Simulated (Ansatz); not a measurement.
Write the native input for Ansatz 0.2.0 that does the following.

```
Task                : single point
Functional          : PBE
Potentials or basis : SPMS NC
Cutoff              : 1034 eV (not typed: the program's choice for these potentials)
k mesh              : 4 × 4 × 4
Occupations         : fermi-dirac, width 0.05 eV
Spin                : no spin polarisation
```

Crystal: Ta3AsAu2O13.

```xyz
19
Lattice="5.2424 3.0267 4.1427 -5.2424 3.0267 4.1427 0.0000 -6.0534 4.1427" Properties=species:S:1:pos:R:3 pbc="T T T"
Ta   -1.7887    1.0327    4.2854
Ta    0.0000   -2.0655    4.2854
Ta    1.7887    1.0327    4.2854
As    0.0000    0.0000    6.9446
Au    0.0000    0.0000   12.0005
Au    0.0000    0.0000    9.3342
O    -1.3566    0.7832    6.1532
O     0.0000   -1.5665    6.1532
O     1.3566    0.7832    6.1532
O     2.5380   -0.6359    3.6068
O    -0.7183    2.5159    3.6068
O    -1.8197   -1.8800    3.6068
O     1.8197   -1.8800    3.6068
O    -2.5380   -0.6359    3.6068
O     0.7183    2.5159    3.6068
O    -3.3469    1.9323    4.0073
O     0.0000   -3.8647    4.0073
O     3.3469    1.9323    4.0073
O     0.0000    0.0000    3.8329
```

The cell was built by a generator and needn't be a form met in nature.

These files were run (other wordings do the same):

input.yaml

```yaml
crystal:
  lattice:
    - [5.24237, 3.02668, 4.14273]
    - [-5.24237, 3.02668, 4.14273]
    - [0.0, -6.05337, 4.14273]
  atoms:
    - { symbol: Ta, position: [0.23108, 0.57229, 0.23108] }
    - { symbol: Ta, position: [0.23108, 0.23108, 0.57229] }
    - { symbol: Ta, position: [0.57229, 0.23108, 0.23108] }
    - { symbol: As, position: [0.55878, 0.55878, 0.55878] }
    - { symbol: Au, position: [0.96559, 0.96559, 0.96559] }
    - { symbol: Au, position: [0.75105, 0.75105, 0.75105] }
    - { symbol: O, position: [0.40884, 0.66762, 0.40884] }
    - { symbol: O, position: [0.40884, 0.40884, 0.66762] }
    - { symbol: O, position: [0.66762, 0.40884, 0.40884] }
    - { symbol: O, position: [0.49726, 0.01313, 0.36024] }
    - { symbol: O, position: [0.36024, 0.49726, 0.01313] }
    - { symbol: O, position: [0.01313, 0.36024, 0.49726] }
    - { symbol: O, position: [0.36024, 0.01313, 0.49726] }
    - { symbol: O, position: [0.01313, 0.49726, 0.36024] }
    - { symbol: O, position: [0.49726, 0.36024, 0.01313] }
    - { symbol: O, position: [0.10963, 0.74806, 0.10963] }
    - { symbol: O, position: [0.10963, 0.10963, 0.74806] }
    - { symbol: O, position: [0.74806, 0.10963, 0.10963] }
    - { symbol: O, position: [0.3084, 0.3084, 0.3084] }
hamiltonian:
  xc: pbe
  pseudopotentials: { kind: nc, source: spms }
kpoints:
  mp_grid: { grid: [4, 4, 4] }
scf:
  occupations: { method: fermi_dirac, width: 0.05 }
output:
  forces: true
  stress: true
  eigenvalues: true
```

Potentials or basis: SPMS NC.

Run with:

```bash
$ ansatz run input.yaml --threads 8 --pin off --max-ram 20480MiB --backend cpu --events-out ev --progress --plain --runs-dir out
```

It gave:

The pressure is -0.4 GPa. The largest force is 0.130 eV/Å. The band gap on the k mesh is 1.07 eV, indirect (least direct gap 1.10 eV).

Caveat: spin-orbit coupling is left out, which moves the levels of the heavy elements.

It took 36 s on 8 threads of Arm Neoverse V2, with other jobs on the host, peak memory 5.3 GiB.
